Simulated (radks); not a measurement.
# Nuclear size and the levels of Re³⁺

One table from this session's results is given with a row withheld; the runs are named, their logs left out.

The numbers are computed with radks (a radial shooting solver on a logarithmic mesh, Libxc functionals) version 1 (Dirac Kohn-Sham, BLYP, spin-unpolarised, spherical densities, finite nucleus; open shells fill j = l - 1/2 first), except any that are marked as measured or tabulated.

### What is computed

```
element            : rhenium (Z = 75)
charge             : +3
electrons          : 72
configuration      : [Xe] 4f14 5d4
nuclear rms radius : 5.3698 fm
```

The first run:

Settings of this run:

```text
Z 75
configuration [Xe] 4f14 5d4 6s0 6p0
relativity Dirac
functional b88,lyp
spin unpolarised
j_filling energy
nucleus finite rms 5.3698 fm
c 137.035999084
```

Steps of the session up to this table: rms radius 5.3698 fm.

One of the session's tables, all rows but one given; the rest of the session is left out.

It belongs to the step «rms radius 5.3698 fm». From the orbitals of this run (lengths in bohr):

| level | <r> | outermost maximum (interpolated) | 90 % within | nodes |
| --- | --- | --- | --- | --- |
| 5p3/2 | 1.228 | 1.08 | 1.79 | 3 |
| 4f5/2 | 0.5756 | 0.414 | 0.946 | 0 |
| 4f7/2 | ? | ? | ? | ? |
| 5d3/2 | 1.668 | 1.36 | 2.54 | 2 |
| 5d5/2 | 1.715 | 1.40 | 2.61 | 2 |
| 6s1/2 | 2.546 | 2.31 | 3.63 | 5 |
| 6p1/2 | 2.941 | 2.67 | 4.20 | 4 |
| 6p3/2 | 3.134 | 2.87 | 4.46 | 4 |

**Question.** Estimate the row for 4f7/2.

As computed: <r>: 0.5843; outermost maximum (interpolated): 0.419; 90 % within: 0.961; nodes: 0. In the column «<r>» it lies between 4f5/2 (0.5756) and 5p3/2 (1.228).
